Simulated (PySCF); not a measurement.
# GeB: from the state search to spectroscopic constants, part 2 of 2

PySCF 2.14.0; Ge x2c-SVPall, B x2c-SVPall; spin-free X2C with a Gaussian nucleus. The steps go on from the part before.

## 10. BLYP

Log of the SCF at 1.979 Å:

```text
******** <class 'pyscf.dft.uks_symm.SymAdaptedUKS'> ********
method = SymAdaptedUKS
initial guess = minao
damping factor = 0
level_shift factor = 0
DIIS = <class 'pyscf.scf.diis.CDIIS'>
diis_start_cycle = 1
diis_space = 10
diis_damp = 0
SCF conv_tol = 1e-09
SCF conv_tol_grad = None
SCF max_cycles = 60
direct_scf = False
max_memory 909 MB (current use 297 MB)
number electrons alpha = 20  beta = 17
XC library pyscf.dft.libxc version 7.0.0
    S. Lehtola, C. Steigemann, M. J.T. Oliveira, and M. A.L. Marques.,  SoftwareX 7, 1–5 (2018)
XC functionals = BLYP
    A. D. Becke.,  Phys. Rev. A 38, 3098 (1988)
    C. Lee, W. Yang, and R. G. Parr.,  Phys. Rev. B 37, 785 (1988)
    B. Miehlich, A. Savin, H. Stoll, and H. Preuss.,  Chem. Phys. Lett. 157, 200 (1989)
small_rho_cutoff = 0
Set gradient conv threshold to 3.16228e-05
init E= -2123.196416389
cycle= 1 E= -2123.19692624547  delta_E= -0.00051  |g|= 0.0879  |ddm|= 0.13
cycle= 2 E= -2123.18520013922  delta_E= 0.0117  |g|= 0.158  |ddm|= 0.238
cycle= 3 E= -2123.19459427899  delta_E= -0.00939  |g|= 0.062  |ddm|= 0.285
cycle= 4 E= -2123.19890076992  delta_E= -0.00431  |g|= 0.00198  |ddm|= 0.104
cycle= 5 E= -2123.19890365648  delta_E= -2.89e-06  |g|= 0.000411  |ddm|= 0.00561
cycle= 6 E= -2123.19890386207  delta_E= -2.06e-07  |g|= 0.000134  |ddm|= 0.00136
cycle= 7 E= -2123.19890387857  delta_E= -1.65e-08  |g|= 4.67e-05  |ddm|= 0.000448
cycle= 8 E= -2123.19890388123  delta_E= -2.66e-09  |g|= 7.99e-06  |ddm|= 9.4e-05
cycle= 9 E= -2123.1989038813  delta_E= -7.05e-11  |g|= 5.22e-07  |ddm|= 2.09e-05
Extra cycle  E= -2123.1989038813  delta_E= -1.82e-12  |g|= 5.38e-07  |ddm|= 1.58e-06
converged SCF energy = -2123.1989038813  <S^2> = 3.7513191  2S+1 = 4.0006595
```

Re = 2.016 Å, ωe = 600 cm⁻¹, ωexe = 4.12 cm⁻¹, αe = 0.00396 cm⁻¹, Be = 0.4328 cm⁻¹, De = 3.19 eV, μ = -1.01 D. 4.4 s of CPU time for 12 points, integrals apart.

## 11. HSE06

The SCF at the reference distance, 1.979 Å, printed:

```text
******** <class 'pyscf.dft.uks_symm.SymAdaptedUKS'> ********
method = SymAdaptedUKS
initial guess = minao
damping factor = 0
level_shift factor = 0
DIIS = <class 'pyscf.scf.diis.CDIIS'>
diis_start_cycle = 1
diis_space = 10
diis_damp = 0
SCF conv_tol = 1e-09
SCF conv_tol_grad = None
SCF max_cycles = 60
direct_scf = False
max_memory 909 MB (current use 298 MB)
number electrons alpha = 20  beta = 17
XC library pyscf.dft.libxc version 7.0.0
    S. Lehtola, C. Steigemann, M. J.T. Oliveira, and M. A.L. Marques.,  SoftwareX 7, 1–5 (2018)
XC functionals = HSE06
    J. Heyd, G. E. Scuseria, and M. Ernzerhof.,  J. Chem. Phys. 118, 8207 (2003)
    J. Heyd, G. E. Scuseria, and M. Ernzerhof.,  J. Chem. Phys. 124, 219906 (2006)
    A. V. Krukau, O. A. Vydrov, A. F. Izmaylov, and G. E. Scuseria.,  J. Chem. Phys. 125, 224106 (2006)
small_rho_cutoff = 0
Set gradient conv threshold to 3.16228e-05
init E= -2122.81421276466
cycle= 1 E= -2122.8142357706  delta_E= -2.3e-05  |g|= 0.0126  |ddm|= 0.0193
cycle= 2 E= -2122.81422508309  delta_E= 1.07e-05  |g|= 0.0137  |ddm|= 0.0126
cycle= 3 E= -2122.8142582408  delta_E= -3.32e-05  |g|= 0.00197  |ddm|= 0.0103
cycle= 4 E= -2122.81426241649  delta_E= -4.18e-06  |g|= 0.000153  |ddm|= 0.00368
cycle= 5 E= -2122.81426243944  delta_E= -2.29e-08  |g|= 7.15e-05  |ddm|= 0.000427
cycle= 6 E= -2122.81426244802  delta_E= -8.58e-09  |g|= 1.74e-05  |ddm|= 0.000222
cycle= 7 E= -2122.81426244919  delta_E= -1.16e-09  |g|= 5.16e-06  |ddm|= 9.58e-05
cycle= 8 E= -2122.81426244929  delta_E= -1.08e-10  |g|= 8.33e-07  |ddm|= 4.07e-05
Extra cycle  E= -2122.81426244929  delta_E= 4.55e-13  |g|= 1.5e-06  |ddm|= 4.94e-06
converged SCF energy = -2122.81426244929  <S^2> = 3.7515978  2S+1 = 4.0007988
```

Re = 1.974 Å, ωe = 664 cm⁻¹, ωexe = 4.27 cm⁻¹, αe = 0.00377 cm⁻¹, Be = 0.4514 cm⁻¹, De = 3.32 eV, μ = -0.81 D. 12 s of CPU time for 12 points, integrals apart.

## 12. UHF (mean field)

Log of the SCF at 1.979 Å:

```text
******** <class 'pyscf.scf.uhf_symm.SymAdaptedUHF'> ********
method = SymAdaptedUHF
initial guess = minao
damping factor = 0
level_shift factor = 0
DIIS = <class 'pyscf.scf.diis.CDIIS'>
diis_start_cycle = 1
diis_space = 10
diis_damp = 0
SCF conv_tol = 1e-09
SCF conv_tol_grad = None
SCF max_cycles = 60
direct_scf = False
max_memory 909 MB (current use 298 MB)
number electrons alpha = 20  beta = 17
Overwritten attributes  get_hcore get_k get_j get_occ get_jk  of <class 'pyscf.scf.uhf_symm.SymAdaptedUHF'>
<class 'pyscf.scf.uhf_symm.SymAdaptedUHF'> does not have attributes  refdm
Set gradient conv threshold to 3.16228e-05
init E= -2121.25480438881
cycle= 1 E= -2121.26568917963  delta_E= -0.0109  |g|= 0.0669  |ddm|= 0.207
cycle= 2 E= -2121.26726879235  delta_E= -0.00158  |g|= 0.0393  |ddm|= 0.109
cycle= 3 E= -2121.26780602976  delta_E= -0.000537  |g|= 0.00977  |ddm|= 0.03
cycle= 4 E= -2121.26817281782  delta_E= -0.000367  |g|= 0.00546  |ddm|= 0.0505
cycle= 5 E= -2121.26836886997  delta_E= -0.000196  |g|= 0.003  |ddm|= 0.0429
cycle= 6 E= -2121.2684489153  delta_E= -8e-05  |g|= 0.00155  |ddm|= 0.0302
cycle= 7 E= -2121.26846350719  delta_E= -1.46e-05  |g|= 0.000756  |ddm|= 0.0114
cycle= 8 E= -2121.26846900702  delta_E= -5.5e-06  |g|= 0.000272  |ddm|= 0.00954
cycle= 9 E= -2121.26846943147  delta_E= -4.24e-07  |g|= 9.31e-05  |ddm|= 0.00288
cycle= 10 E= -2121.26846946519  delta_E= -3.37e-08  |g|= 2.65e-05  |ddm|= 0.000865
cycle= 11 E= -2121.26846946708  delta_E= -1.89e-09  |g|= 5.8e-06  |ddm|= 0.000164
cycle= 12 E= -2121.26846946718  delta_E= -9.37e-11  |g|= 1.59e-06  |ddm|= 3.65e-05
Extra cycle  E= -2121.26846946718  delta_E= -1.82e-12  |g|= 8.35e-07  |ddm|= 4.99e-06
converged SCF energy = -2121.26846946718  <S^2> = 3.7549632  2S+1 = 4.0024808
```

Re = 1.935 Å, ωe = 743 cm⁻¹, ωexe = 7.05 cm⁻¹, αe = 0.00408 cm⁻¹, Be = 0.4699 cm⁻¹, De = 2.07 eV, μ = -0.30 D.

## 13. Correlated methods on the Hartree–Fock reference

Reference: UHF; core orbitals frozen: 10.

The coupled-cluster run at the reference distance, 1.979 Å, printed:

```text
******** <class 'pyscf.cc.uccsd.UCCSD'> ********
CC2 = 0
CCSD nocc = (np.int64(10), np.int64(7)), nmo = (36, 36)
frozen orbitals [[0, 1, 2, 3, 4, 5, 6, 7, 8, 9], [0, 1, 2, 3, 4, 5, 6, 7, 8, 9]]
max_cycle = 80
direct = 0
conv_tol = 1e-07
conv_tol_normt = 1e-05
diis_space = 8
diis_start_cycle = 0
diis_start_energy_diff = 1e+09
max_memory 909 MB (current use 353 MB)
Init t2, MP2 energy = -0.243034667172194
Init E_corr(UCCSD) = -0.243034667173078
cycle = 1  E_corr(UCCSD) = -0.243545474743048  dE = -0.00051080757  norm(t1,t2) = 0.0865837
cycle = 2  E_corr(UCCSD) = -0.2540228707832  dE = -0.010477396  norm(t1,t2) = 0.0372821
cycle = 3  E_corr(UCCSD) = -0.255242849111222  dE = -0.00121997833  norm(t1,t2) = 0.02498
cycle = 4  E_corr(UCCSD) = -0.258277852468159  dE = -0.00303500336  norm(t1,t2) = 0.015261
cycle = 5  E_corr(UCCSD) = -0.258308635466927  dE = -3.07829988e-05  norm(t1,t2) = 0.00856408
cycle = 6  E_corr(UCCSD) = -0.258256971862243  dE = 5.16636047e-05  norm(t1,t2) = 0.00235882
cycle = 7  E_corr(UCCSD) = -0.258397070450623  dE = -0.000140098588  norm(t1,t2) = 0.00103627
cycle = 8  E_corr(UCCSD) = -0.258376528813802  dE = 2.05416368e-05  norm(t1,t2) = 0.000356331
cycle = 9  E_corr(UCCSD) = -0.258376863439208  dE = -3.34625407e-07  norm(t1,t2) = 0.000106004
cycle = 10  E_corr(UCCSD) = -0.258378545049866  dE = -1.68161066e-06  norm(t1,t2) = 3.22993e-05
cycle = 11  E_corr(UCCSD) = -0.258378221676872  dE = 3.23372994e-07  norm(t1,t2) = 1.26664e-05
cycle = 12  E_corr(UCCSD) = -0.258378164320498  dE = 5.73563737e-08  norm(t1,t2) = 4.37265e-06
UCCSD converged
E(UCCSD) = -2121.526847631499  E_corr = -0.2583781643204981
UCCSD(T) correction = -0.0111567146203714
```

Correlation energy (eV) along the bond:

```csv
R (Å),MP2,SCS-MP2,CCSD,CCSD(T),T1
1.702,-6.478,-5.864,n/a,n/a,n/a
1.781,-6.500,-5.885,-6.892,-7.165,0.029
1.860,-6.537,-5.920,-6.941,-7.226,0.029
1.920,-6.573,-5.954,-6.984,-7.278,0.028
1.979,-6.613,-5.994,-7.031,-7.334,0.027
2.038,-6.653,-6.035,-7.078,-7.390,0.026
2.118,-6.692,-6.080,-7.136,-7.456,0.024
2.216,-6.687,-6.093,-7.182,-7.509,0.026
2.335,-6.599,-6.042,-7.189,-7.517,0.036
2.494,-6.418,-5.925,n/a,n/a,n/a
```

UHF-MP2: Re = 1.974 Å, ωe = 666 cm⁻¹, Be = 0.4513 cm⁻¹, De = 2.92 eV.

UHF-SCS-MP2: Re = 1.975 Å, ωe = 656 cm⁻¹, Be = 0.4512 cm⁻¹, De = 2.55 eV.

UHF-CCSD: Re = 1.981 Å, ωe = 651 cm⁻¹, ωexe = 4.95 cm⁻¹, αe = 0.00423 cm⁻¹, Be = 0.4481 cm⁻¹, De = 2.66 eV.

UHF-CCSD(T): Re = 1.992 Å, ωe = 640 cm⁻¹, ωexe = 3.99 cm⁻¹, αe = 0.00383 cm⁻¹, Be = 0.4435 cm⁻¹, De = 2.81 eV.

## 14. The curves together

Energy (eV) from each level's lowest point:

```csv
R (Å),UHF,UHF-MP2,UHF-SCS-MP2,UHF-CCSD,UHF-CCSD(T),PBE,BLYP,BP86,TPSS,r²SCAN,PBE0,HSE06
1.702,0.769,0.890,0.884,n/a,n/a,0.980,1.037,0.993,0.955,0.892,0.883,0.887
1.781,0.294,0.392,0.388,0.418,0.448,0.462,0.507,0.472,0.444,0.395,0.389,0.392
1.860,0.059,0.120,0.118,0.134,0.152,0.163,0.194,0.170,0.152,0.122,0.118,0.120
1.920,0.000,0.025,0.025,0.032,0.041,0.047,0.066,0.050,0.041,0.026,0.024,0.025
1.979,0.015,0.000,0.000,0.000,0.000,0.000,0.006,0.000,0.000,0.000,0.000,0.000
2.038,0.084,0.029,0.028,0.022,0.013,0.007,0.000,0.003,0.012,0.029,0.030,0.029
2.118,0.230,0.136,0.129,0.111,0.093,0.078,0.053,0.069,0.090,0.128,0.130,0.128
2.216,0.450,0.362,0.335,0.284,0.260,0.234,0.186,0.218,0.254,0.318,0.320,0.316
2.335,0.714,0.714,0.651,0.541,0.517,0.477,0.401,0.452,0.504,0.597,0.598,0.593
2.494,1.030,1.210,1.084,n/a,n/a,0.836,0.726,0.800,0.870,0.996,0.996,0.989
```

The whole job (state search and all levels along the bond) took 1.9 min on 1 thread of Intel Xeon Platinum 8375C @ 2.90GHz (shared host), peak memory 0.52 GiB.

## 15. What came out

The summary covers parts 1 to 2.

Lowest PBE0 solution found, without spin–orbit coupling: ⁴Σ⁻ (quartet), unpaired electrons σ ↑, π ↑↑. State 2 has its PBE0 minimum 0.35 eV higher, as a spin-mixed determinant (⟨S²⟩ = 1.77), so this is no gap between pure states. State 3 has its PBE0 minimum 0.40 eV higher, as a spin-mixed determinant (⟨S²⟩ = 1.76), so this is no gap between pure states. State 4 has its PBE0 minimum 1.09 eV higher. The other levels ran on the lowest alone.

```csv
level,Re (Å),ωe (cm⁻¹),De (eV),μ (D)
UHF,1.935,743,2.07,-0.30
UHF-MP2,1.974,666,2.92,n/a
UHF-SCS-MP2,1.975,656,2.55,n/a
UHF-CCSD,1.981,651,2.66,n/a
UHF-CCSD(T),1.992,640,2.81,n/a
PBE,1.999,627,3.54,-0.97
BLYP,2.016,600,3.19,-1.01
BP86,2.004,619,3.44,-0.92
TPSS,1.993,636,3.33,-0.84
r²SCAN,1.975,665,3.52,-0.61
PBE0,1.973,665,3.31,-0.80
HSE06,1.974,664,3.32,-0.81
```

De is counted to Ge + B in their ground configurations. A positive dipole means Ge(−)B(+).

Differences from CCSD(T) in the same basis:

```csv
level,Re (mÅ),ωe (%)
UHF,-57,+16.0
UHF-MP2,-17,+4.0
UHF-SCS-MP2,-17,+2.5
UHF-CCSD,-10,+1.6
PBE,+7,-2.0
BLYP,+24,-6.3
BP86,+12,-3.4
TPSS,+1,-0.8
r²SCAN,-17,+3.9
PBE0,-19,+3.9
HSE06,-18,+3.6
```

Time per point (s) on 1 thread of Intel Xeon Platinum 8375C at 2.90GHz, shared host (CPU time, shared integrals of 0.21 s apart; correlated levels include their reference; CCSD comes with the CCSD(T) run); the times are rough: UHF 0.13, UHF-MP2 0.2, UHF-SCS-MP2 0.2, PBE 0.52, BLYP 0.36, BP86 0.36, TPSS 0.76, r²SCAN 0.71, PBE0 0.95, HSE06 0.97; the reference 2.5.

Cheap and still within 10 mÅ and 2.5 % of CCSD(T): TPSS (0.76 s), PBE (0.52 s), against 2.5 s for the dearest run.

Against CCSD(T) in the same basis, the bond length is nearest at TPSS (+1 mÅ) and farthest at UHF (-57 mÅ); the wavenumber is nearest at TPSS (-0.8 %) and farthest at UHF (+16.0 %). Hartree–Fock makes the bond too short and too stiff against this reference, as it mostly does. PBE gives a bond that is too long and too soft, as GGAs tend to. CCSD(T) in a basis this small is itself some way from its limit, more so than the functionals. Among the levels with a De in the table, it runs from 2.07 eV (UHF) to 3.54 eV (PBE).

Correlated steps freeze 10 core orbitals.
